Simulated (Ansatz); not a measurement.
**C₂H₂FMg+: one structure at several levels**

Aim: energy, forces and dipole at a structure displaced at random from a GFN2-xTB minimum, from CCSD(T) and from density functionals.

The runs use Ansatz 0.2.0, Gaussian basis; single points in def2-TZVPP.

Correlated methods freeze the cores. The outer core shell of Li, Na, Mg and K is correlated.

### Step 1. The system as given

SMILES `C=[C+][Mg][F]`, 6 atoms, charge 1, spin multiplicity 1.

Atoms are counted from 1 here; the program's logs count them from 0.

Bond lengths: C1–C2 1.225 Å, C1–H5 1.109 Å, C1–H6 1.274 Å, C2–Mg3 2.075 Å, Mg3–F4 1.532 Å. Angles: C2–C1–H5 139.1°, C2–C1–H6 131.6°, H5–C1–H6 81.2°, C1–C2–Mg3 168.1°, C2–Mg3–F4 173.6°.

Coordinates:

```xyz
6

C    -0.4539    1.2263   -0.2085
C    -0.1470    0.0611    0.0095
Mg    0.7486   -1.8012    0.2013
F     1.5165   -3.1028    0.4535
H    -1.1236    1.8061   -0.8752
H    -0.7252    2.1911    0.5777
```

### Step 2. CCSD(T)/def2-TZVPP

Input file run/in.yaml:

```yaml
crystal:
  periodic: [false, false, false]
  atoms:
    - {symbol: C, position_ang: [-0.453900, 1.226300, -0.208500]}
    - {symbol: C, position_ang: [-0.147000, 0.061100, 0.009500]}
    - {symbol: Mg, position_ang: [0.748600, -1.801200, 0.201300]}
    - {symbol: F, position_ang: [1.516500, -3.102800, 0.453500]}
    - {symbol: H, position_ang: [-1.123600, 1.806100, -0.875200]}
    - {symbol: H, position_ang: [-0.725200, 2.191100, 0.577700]}
basis:
  gaussian: {orbitals: def2-TZVPP}
total_charge: 1
correlation: {method: ccsd_t}
output: {forces: true}
```

No record of the launch command was kept for these runs.

### Step 3. PBE0-D4/def2-TZVPP

run/in.yaml, as its differences from that of step 2:

```diff
@@ -12,3 +12,3 @@
 total_charge: 1
-correlation: {method: ccsd_t}
-output: {forces: true}
+hamiltonian: {xc: pbe0, dispersion: d4}
+output: {forces: true, orbitals: {seedname: orbitals}}
```

### Step 4. wB97M-V/def2-TZVPP

run/in.yaml, as its differences from that of step 3:

```diff
@@ -12,3 +12,3 @@
 total_charge: 1
-hamiltonian: {xc: pbe0, dispersion: d4}
-output: {forces: true, orbitals: {seedname: orbitals}}
+hamiltonian: {xc: {name: wB97M-V}}
+output: {forces: true}
```

### Step 5. r2SCAN-D4/def2-TZVPP

run/in.yaml, as its differences from that of step 4:

```diff
@@ -12,3 +12,3 @@
 total_charge: 1
-hamiltonian: {xc: {name: wB97M-V}}
+hamiltonian: {xc: r2scan, dispersion: d4}
 output: {forces: true}
```

### Step 6. PBE-D4/def2-TZVPP

run/in.yaml, as its differences from that of step 5:

```diff
@@ -12,3 +12,3 @@
 total_charge: 1
-hamiltonian: {xc: r2scan, dispersion: d4}
+hamiltonian: {xc: pbe, dispersion: d4}
 output: {forces: true}
```

### Step 7. SPW92/def2-TZVPP

run/in.yaml, as its differences from that of step 6:

```diff
@@ -12,3 +12,3 @@
 total_charge: 1
-hamiltonian: {xc: pbe, dispersion: d4}
+hamiltonian: {xc: lda}
 output: {forces: true}
```

### Step 8. B97M-V/def2-TZVPP

run/in.yaml, as its differences from that of step 7:

```diff
@@ -12,3 +12,3 @@
 total_charge: 1
-hamiltonian: {xc: lda}
+hamiltonian: {xc: {name: B97M-V}}
 output: {forces: true}
```

(Steps that only read results are left out.)

Before running it: what results should come out? Wanted: energy less free atoms, CCSD(T)/def2-TZVPP; RMS force component; RMS force error; HOMO and LUMO, PBE0-D4; T1 diagnostic.

**Answer**, as computed:

| quantity | value |
| --- | --- |
| energy less free atoms, CCSD(T)/def2-TZVPP | -1223.0 kJ/mol |
| RMS force component | 2.807 to 3.151 eV/Å over the methods |
| RMS force error | PBE0-D4 0.348, wB97M-V 0.388, r2SCAN-D4 0.319, PBE-D4 0.286, SPW92 0.556, B97M-V 0.302 eV/Å |
| HOMO and LUMO, PBE0-D4 | -14.75 and -9.79 eV |
| T1 diagnostic | 0.019 |

In words: Against CCSD(T) the functionals' energies less atoms differ by -393.9 to -59.5 kJ/mol, PBE-D4 by -128.8 kJ/mol. The reference is not at the basis limit: in triple zeta CCSD(T) underbinds, which counts against methods that bind more; the gaps are no ranking. The forces of PBE-D4 come nearest to CCSD(T), those of SPW92 are farthest. Frozen-core CCSD(T) forces in triple zeta carry basis errors of their own, and this is one geometry, so small gaps rank nothing.
